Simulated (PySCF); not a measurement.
# H2O5Si2: the cost of one run

Program: PySCF 2.14.0. Level of theory: relaxation, pbe, def2-tzvp, and further levels as typed in the inputs. These are calculated values, not measurements.

### 1 The structure to begin with

Bond lengths: H1–O2 0.970 Å, O2–Si3 1.680 Å, Si3–O4 1.718 Å, O4–Si5 1.718 Å, Si5–O6 1.680 Å, O6–H7 0.970 Å, Si5–O8 1.680 Å, Si3–O9 1.718 Å, Si5–O9 1.718 Å. Angles: H1–O2–Si3 119.5°, O2–Si3–O4 129.2°, O2–Si3–O9 105.2°, O4–Si3–O9 90.0°, Si3–O4–Si5 90.0°, O4–Si5–O6 126.4°, O4–Si5–O8 105.6°, O4–Si5–O9 90.0°, O6–Si5–O8 107.1°, O6–Si5–O9 105.2°, O8–Si5–O9 123.8°, Si5–O6–H7 109.6°, Si3–O9–Si5 90.0°.

Structure file:

```xyz
9

H     0.7786   -1.9242    2.5598
O     0.8039   -2.1758    1.6233
Si    0.4976   -1.0159    0.4472
O    -0.8909   -0.8173   -0.5452
Si   -1.3076    0.6059    0.3227
O    -1.2194    2.1831   -0.2492
H    -1.8663    2.3078   -0.9612
O    -2.8817    0.3630    0.8571
O     0.0809    0.4073    1.3151
```

### 2 Relaxation: H2O5Si2, charge +1

File run.py:

```python
from pyscf import gto, dft
from pyscf.geomopt.geometric_solver import optimize
mol = gto.M(atom="mol.xyz", basis="def2-tzvp", charge=1, spin=1, verbose=4)
mf = dft.UKS(mol, xc="pbe").density_fit().run(conv_tol=1e-9)
for i in range(6):  # look for a lower solution of the same spin
    mo, _, ok, _ = mf.stability(return_status=True)
    if ok: break
    mf.kernel(mf.make_rdm1(mo, mf.mo_occ))
print(f"converged SCF energy = {mf.e_tot:.10f}, stable: {ok}")
mf = mf.newton()  # steadier than the usual iterations for open shells
m = optimize(mf, maxsteps=60)
print("optimised structure (A):")
for k in range(m.natm): print(m.atom_symbol(k), *(f"{x:.8f}" for x in m.atom_coords(unit="A")[k]))
```

The run is started by

```console
> python run.py
```

**Question.** How long does this run take on 3 threads of Intel Xeon Platinum 8259CL at 2.50GHz (Skylake/Cascade Lake), shared host?

About 26 min.
